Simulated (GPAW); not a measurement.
**InSb3: single point with PBEsol**

Crystal: InSb3.

```xyz
4
Lattice="4.8064 0.0000 0.0000 0.0000 4.8064 0.0000 0.0000 0.0000 4.8064" Properties=species:S:1:pos:R:3 pbc="T T T"
Sb    2.4537    2.3488   -0.0301
Sb    0.0014    2.4438    2.4233
Sb    2.4078   -0.0062    2.4055
In   -0.0205   -0.0133    0.0197
```

The cell comes from a database or a generator and needn't be the stable form of this composition.

The cell isn't the ideal one: atoms moved at random, drawn with an rms of 0.05 Å.

```yaml
Program: GPAW 26.7.0
Task: single point
Functional: PBEsol
Potentials_or_basis: PAW data sets generated in the run's folder for this functional
Cutoff: 600 eV
Basis: pw
k_mesh: 6 × 6 × 6
Occupations: fermi-dirac, width 0.05 eV
Spin: no spin polarisation
Ranks: 4
Maxiter: 150
```

The pressure is -2.9 GPa, the largest force is 0.075 eV/Å and the band gap on the k mesh is none (metal or under the smearing width).

Forces in eV/Å, atoms in the order of the input:
```
Sb  -0.031 -0.034 -0.023
Sb   0.021  0.024  0.009
Sb  -0.061  0.004 -0.004
In   0.072  0.006  0.018
```

Levels at points of the mesh, in eV from the Fermi level:
```
           k point  band 27  band 28  band 29  band 30  band 31  band 32
(0.00, 0.00, 0.00)    -3.60     0.41     0.42     0.43     1.68     1.70
(0.00, 0.00, 0.50)    -2.14    -2.11    -1.10    -0.85     1.97     2.09
(0.00, 0.50, 0.00)    -2.13    -2.13    -1.12    -0.87     1.98     2.11
(0.00, 0.50, 0.50)    -1.67    -1.42    -1.11    -1.02    -0.48     1.00
(0.50, 0.00, 0.00)    -2.14    -2.11    -1.10    -0.85     1.97     2.09
(0.50, 0.00, 0.50)    -1.68    -1.39    -1.10    -1.09    -0.47     0.99
(0.50, 0.50, 0.00)    -1.66    -1.42    -1.12    -1.03    -0.47     1.01
(0.50, 0.50, 0.50)    -4.98    -4.75     3.48     3.48     3.54     3.54
```

Run time: 90 s on 4 MPI ranks on Arm Neoverse V1, on a shared host, peak memory 0.29 GiB a rank.

Spin-orbit coupling is left out, which matters for the levels of Sb.
